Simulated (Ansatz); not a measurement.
Mg3Te under changes of volume

One of the cells (24.177 Å³/atom); the others are scaled copies at fixed shape and fractional positions:

```xyz
4
Lattice="-2.1394 2.1394 5.2825 2.1394 -2.1394 5.2825 2.1394 2.1394 -5.2825" Properties=species:S:1:pos:R:3 pbc="T T T"
Te    0.0000    0.0000    0.0000
Mg    2.1394    0.0000    2.6412
Mg    0.0000    2.1394    2.6412
Mg    0.0000    0.0000    5.2825
```

The cell comes from a database or a generator and needn't be the stable form of this composition.

| Item | Value |
| --- | --- |
| Program | Ansatz 0.2.0 |
| Functional | PBE |
| Potentials or basis | Ansatz PAW |
| Cutoff | 420 eV (not typed: the program's choice for these potentials) |
| k mesh | 9 × 9 × 9 |
| Occupations | fermi-dirac, width 0.05 eV |
| Spin | no spin polarisation |

```tsv
volume (Å³/atom)	energy over the lowest point (meV/atom)	pressure (GPa)
22.727	12.54	2.8
23.210	5.65	1.8
23.694	1.57	0.9
24.177	0.00	0.1
24.661	0.71	-0.6
25.144	3.47	-1.2
25.628	?	?
```

Problem. What does the run at 25.628 Å³/atom give?

Solution. Energy over the lowest point 8.08 meV/atom; pressure -1.8 GPa.

Worked out: A Birch-Murnaghan fit of order 3 (a polynomial in V^(-2/3)) to the other rows has its minimum at 24.26 Å³/atom with B0 = V·E''(V) = 37 GPa and B' = 4.2 at fixed shape and positions, which overstates the stiffness. It gives 8.08 meV/atom at 25.628 Å³/atom, against the run's 8.08, and -dE/dV = -1.8 GPa, against -1.8.

Energies are extrapolated to zero smearing.
